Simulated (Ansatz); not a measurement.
AgRh in Ansatz: the effect of functional

Crystal: AgRh.

```
Ag Rh
1.0
     2.74005    0.00000    0.00000
    -1.37002    2.37295    0.00000
     0.00000    0.00000    4.74361
Ag Rh
1 1
Cartesian
  0.0000 0.0000 2.3718
  1.3700 0.7910 0.0000
```

The cell comes from a database or a generator and needn't be the stable form of this composition.

The cell isn't the ideal one: volume scaled by 0.96.

Alike in all runs:

* Program: Ansatz 0.2.0
* Task: single point
* Potentials or basis: Ansatz PAW
* k mesh: 11 × 11 × 6
* Occupations: fermi-dirac, width 0.05 eV
* Spin: no spin polarisation

One run gave: pressure -0.2 GPa. Which functional did it use?
A. r2SCAN
B. LDA
C. PBEsol

A.

```tsv
functional	cutoff	pressure (GPa)
LDA	420 eV (not typed: the program's choice for these potentials)	-9.9
PBEsol	420 eV (not typed: the program's choice for these potentials)	-4.6
r2SCAN	500 eV (not typed: the program's choice for these potentials)	-0.2
```

Caveats: the PAW data sets come from PBE, with cores solved anew for the run's functional, which leaves a small shift of forces and pressure.
